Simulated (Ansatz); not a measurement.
# Ga2F+ (triplet): from Hartree-Fock to the top rungs, cc-pVDZ

Aim: climb from Hartree-Fock through coupled cluster for Ga2F+ (triplet) at one geometry and basis, and see what each rung misses.

The runs use Ansatz 0.2.0, Gaussian basis; cc-pVDZ, core rule «outside noble gas», up to 29 orbitals frozen.

The runs, in order: UHF; CCSD(T) on ROHF; CCSD(T) on UHF; BCCD(T) on ROHF; CISD; CCSDT(Q) on ROHF; CCSDT(Q) on UHF.

29 further runs of the same task are left out: 8 for a known fault of the program, 10 that didn't finish, 11 set aside as unsound or not needed.

### Step 1. The system

The geometry is a PBE0/def2-TZVP stationary point (not a proven minimum) of the parent state, kept for this charge and spin. No spin-orbit coupling is included. The filled d shell of Ga may be among the frozen orbitals whatever the setting's name suggests; the logs give the count.

3 atoms, charge 1, spin multiplicity 3.

Atoms are counted from 1 here; the program's logs count them from 0.

Bond lengths: F1–Ga2 2.024 Å, F1–Ga3 2.024 Å. Angles: Ga2–F1–Ga3 90.2°.

### Step 2. UHF

in.yaml reads:

```yaml
crystal:
  periodic: [false, false, false]
  atoms:
    - {symbol: F, position_ang: [0.000000, -1.257606, 0.000000]}
    - {symbol: Ga, position_ang: [0.000000, 0.171339, 1.432973]}
    - {symbol: Ga, position_ang: [0.000000, 0.171339, -1.432973]}
basis:
  gaussian: {orbitals: cc-pVDZ}
total_charge: 1
magnetization: {spin_polarized: true, initial_magnetization: 2}
hamiltonian: {xc: hf}
output: {orbitals: {seedname: orbitals}}
```

On the command line:

```
$ ansatz run in.yaml --threads 1 --pin off --events-out ev --progress --plain --max-ram 2393MiB
```

The runs that follow: CCSD(T) on ROHF; CCSD(T) on UHF; BCCD(T) on ROHF; CISD; CCSDT(Q) on ROHF; CCSDT(Q) on UHF.

**Question.** What will the summary of the whole plan be? Wanted: UCCSDT(Q) below the RHF energy; RMP2 from UCCSDT(Q); UMP2 from UCCSDT(Q); RCCSD from UCCSDT(Q); RCCSD(T) from UCCSDT(Q); UCCSD(T) from UCCSDT(Q); RCCSDT(Q) from UCCSDT(Q); T1 diagnostic.

**Answer**, as computed:

| quantity | value |
| --- | --- |
| UCCSDT(Q) below the RHF energy | -7.9324 eV |
| RMP2 from UCCSDT(Q) | +852.9 meV |
| UMP2 from UCCSDT(Q) | +820.4 meV |
| RCCSD from UCCSDT(Q) | +344.9 meV |
| RCCSD(T) from UCCSDT(Q) | +79.1 meV |
| UCCSD(T) from UCCSDT(Q) | +68.9 meV |
| RCCSDT(Q) from UCCSDT(Q) | +19.2 meV |
| levels within 1 kcal/mol (43 meV) | RCCSDT, UCCSDT, RCCSDT(Q) |
| T1 diagnostic | 0.039 |

RCCSD(T) misses by +79.1 meV, 1.0 % of the correlation energy. Coupled cluster took another determinant than the lowest Hartree-Fock one. These misses are within one basis, not against nature; the frozen cores of restricted and unrestricted runs differ, which can shift their rows.
